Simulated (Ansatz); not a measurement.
GeCN2:

```
Ge N C
1.0
     1.79379    1.03565    4.92196
    -1.79379    1.03565    4.92196
     0.00000   -2.07129    4.92196
Ge N C
1 2 1
Direct
  0.00000 0.00000 0.00000
  0.58390 0.58390 0.58390
  0.41610 0.41610 0.41610
  0.50000 0.50000 0.50000
```

The cell comes from a database or a generator and needn't be the stable form of this composition.

Program: Ansatz 0.2.0. Alike in all runs: task band structure; potentials or basis Ansatz PAW; no spin polarisation; cell as given.

Task: Order these runs on this cell by their band gap on the k mesh, lowest first.
A. level LDA; k mesh 9 × 9 × 9; cutoff (eV) 420; smearing fermi-dirac 0.05 eV; points for each segment of the path 14
B. level r2SCAN; k mesh 9 × 9 × 9; cutoff (eV) 500; smearing fermi-dirac 0.05 eV; points for each segment of the path 14
C. level HSE06; k mesh 6 × 6 × 6; cutoff (eV) 420; smearing fixed; level hse06; run kind scf
D. level PBE0; k mesh 6 × 6 × 6; cutoff (eV) 420; smearing fixed; level pbe0; run kind scf

Result: A (0.97 eV), B (1.20 eV), C (1.68 eV), D (2.34 eV).

Caveats: forces of over 1 eV/Å show positions far from the minimum, so gaps and moduli don't describe the material at rest (some runs); the k mesh misses the band edges, so the gap on the mesh is wider than the one along the path (some runs).

Not every run made on this cell is shown here.
